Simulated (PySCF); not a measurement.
**AuCl₃: relaxation and vibrations of the singlet**

The task is one start of a wider search on AuCl₃: the singlet, from a trigonal pyramidal start. It is relaxed, tested by its Hessian and followed downhill if it is a saddle.

The runs use PySCF 2.14.0; B3LYP, basis Au def2-SVP with ECP60, Cl def2-SVP, scalar-relativistic core potentials, no spin–orbit coupling, density fitting.

## (1) The system as given

4 atoms, charge 0, spin multiplicity 1.

Bond lengths: Au1–Cl2 2.230 Å, Au1–Cl3 2.230 Å, Au1–Cl4 2.230 Å. Angles: Cl2–Au1–Cl3 99.8°, Cl2–Au1–Cl4 99.8°, Cl3–Au1–Cl4 99.8°.

Coordinates in bohr (charge 0 multiplicity 1):
```
Au    0.0000    0.0000   -0.6875
Cl    3.7209    0.0000    1.2908
Cl   -1.8604    3.2224    1.2908
Cl   -1.8604   -3.2224    1.2908
```

## (2) Trigonal pyramidal start, singlet: relaxation

The steps below are one call of a driver around PySCF. For each, scf.py gives the equivalent set-up of the SCF; relaxations use the driver's own optimiser. Before each start the driver seeks the lowest SCF state from one or more starting densities and follows internal instabilities, so scf.py alone need not reach the same state.

The program finds C3v symmetry in the start, which this walk keeps.

File scf.py:

```python
from pyscf import gto, scf, dft
mol = gto.M(atom='''
Au    -0.000000     0.000000    -0.363817
Cl     1.968998     0.000002     0.683083
Cl    -0.984501     1.705201     0.683083
Cl    -0.984497    -1.705203     0.683083''',
    basis={'Au': 'def2-SVP', 'Cl': 'def2-SVP'},
    ecp={'Au': 'def2-SVP'},
    charge=0, spin=0)
mf = dft.RKS(mol, xc='B3LYP')
mf.grids.atom_grid = (50, 194)
aux = {'Au': 'def2-universal-JKFIT', 'Cl': 'def2-universal-JKFIT'}
mf = mf.density_fit(auxbasis=aux)
mf.kernel()
```

After this run come: Relaxing without the symmetry constraint; Frequencies; Downhill along the imaginary mode; Vibrations and properties at this point.

Before running it: what results should come out? Wanted: minimum; geometry; wavenumbers; dipole moment; highest occupied, lowest empty level; polar-tensor charge of Au1; zero-point energy; atomisation energy.

**Answer**, as computed:

| quantity | value |
| --- | --- |
| minimum | singlet, Cs |
| geometry | Au–Cl 2.283 Å, Au–Cl 2.296 Å (×2); Cl–Au–Cl 96.9° (×2), Cl–Au–Cl 166.1° |
| wavenumbers (cm⁻¹) | 51 (a'), 109 (a''), 111 (a'), 342 (a'), 354 (a'), 374 (a') |
| dipole moment | 0.42 D |
| highest occupied, lowest empty level | -8.36, -6.35 eV |
| polar-tensor charge of Au1 | +0.66 e |
| zero-point energy | 8.0 kJ/mol |
| entropy at 298.15 K | 362.3 J/(mol K) |
| atomisation energy (no zero-point energy) | 560 kJ/mol |

**Reading.** The trigonal pyramidal start (C3v) ends in a minimum of Cs symmetry, after a stop at a saddle point 7.5 kJ/mol higher, from which it was pushed off along an imaginary mode. In the infrared the band at 374 cm⁻¹ (a', stretch) leads. Other starts or spin states, not run here, may lie lower. Take wavenumbers under 90 cm⁻¹ as rough. Whether spin polarisation would lower the closed shell was not checked. Spin–orbit coupling, left out here, can matter for elements this heavy.
